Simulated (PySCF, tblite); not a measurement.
**C6H13BO: geometry, infrared bands and NMR shifts**

Wanted: the infrared bands and NMR shifts of C6H13BO (`B[C@@H]1CCCCCO1`), by calculation.

The runs use tblite 0.8.0 and PySCF 2.14.0, with density-fitted response routines of our own; the level of theory stands in each step. All values are computed, except where a source is named. Atoms are numbered from 0 throughout.

### Step 1. The molecule as given

21 atoms, charge 0, multiplicity 1; geometry from: force field or distance geometry start.

Bonds of the start (Å): B0–C1 1.60, C1–C2 1.48, C2–C3 1.49, C3–C4 1.49, C4–C5 1.50, C5–C6 1.51, C6–O7 1.41, O7–C1 1.39, B0–H8 1.19, B0–H9 1.19, C1–H10 1.11, C2–H11 1.12, C2–H12 1.11, C3–H13 1.11, C3–H14 1.13, C4–H15 1.12, C4–H16 1.11, C5–H17 1.11, C5–H18 1.11, C6–H19 1.11, C6–H20 1.11.

### Step 2. Geometry optimisation with GFN2-xTB

The job: settings as JSON, then the geometry in Å.

```
{"job": {"kind": "relax", "xc": "GFN2-xTB", "basis": "xTB"}, "charge": 0, "multiplicity": 1}
B      2.575100    -0.838200     0.377900
C      1.080700    -0.484700    -0.075900
C      0.927000     0.983900    -0.216700
C     -0.234000     1.600100     0.483800
C     -1.496600     0.801800     0.529700
C     -1.568100    -0.345000    -0.440600
C     -0.838600    -1.571200     0.066600
O      0.232900    -1.076100     0.846000
H      2.890600    -1.982000     0.282700
H      3.003400    -0.196600     1.284200
H      0.944800    -0.937000    -1.084100
H      0.896900     1.233900    -1.302900
H      1.842200     1.464600     0.194600
H     -0.438300     2.576800     0.000200
H      0.046700     1.863000     1.544900
H     -2.326300     1.506400     0.259500
H     -1.763900     0.441900     1.549300
H     -1.255700    -0.077100    -1.467100
H     -2.638200    -0.644400    -0.518600
H     -0.405600    -2.066300    -0.828000
H     -1.484000    -2.236800     0.668600
```

Command:

```bash
> OMP_NUM_THREADS=1 python probes_run.py task.json out
```

The driver reads the jobs from task.json and runs them one after another.

**Question.** This job is followed by: GFN2-xTB harmonic vibrations, gas phase; GIAO PBE0/pcSseg-1 NMR shielding, non-relativistic, gas phase. Predict these results of the whole session: strongest single infrared mode (GFN2-xTB); zero-point energy (GFN2-xTB); 13C shifts against TMS (PBE0/pcSseg-1); 1H shifts against TMS (PBE0/pcSseg-1); 11B shifts against BF3·OEt2 (PBE0/pcSseg-1); 17O shifts against H2O (PBE0/pcSseg-1).

**Answer**, as computed:

```
                                   quantity                                                                             value
  strongest single infrared mode (GFN2-xTB)                                                             2549 cm⁻¹, 205 km/mol
               zero-point energy (GFN2-xTB)                                                                    115.4 kcal/mol
     13C shifts against TMS (PBE0/pcSseg-1)                                            77.8, 62.8, 31.2, 30.1, 29.3, 26.2 ppm
      1H shifts against TMS (PBE0/pcSseg-1)  4.50, 3.49, 2.91, 2.53, 2.49, 2.29, 2.19, 2.17, 1.93, 1.93, 1.82, 1.62, 1.58 ppm
11B shifts against BF3·OEt2 (PBE0/pcSseg-1)                                                                          -8.1 ppm
     17O shifts against H2O (PBE0/pcSseg-1)                                                                          11.3 ppm
```

Relaxing lowered the energy by 1.493 eV in 117 steps; the close pair that moved most is B0–O7, from 2.400 to 1.551 Å. All 57 modes are real, so the xTB geometry is a minimum. The strongest single mode, at 2549 cm⁻¹, moves mainly H8. Unscaled tight-binding wavenumbers are off by several per cent, some by more. Its intensities can rank the bands wrongly. The structure rearranged or came apart on optimisation; the results belong to the end geometry, not to the formula as drawn. Shifts at one fixed geometry are not the observed spectrum, which averages over the motion. At PBE0/pcSseg-1: The largest span, 136 ppm, is at O7, where the paramagnetic term is -76 ppm.
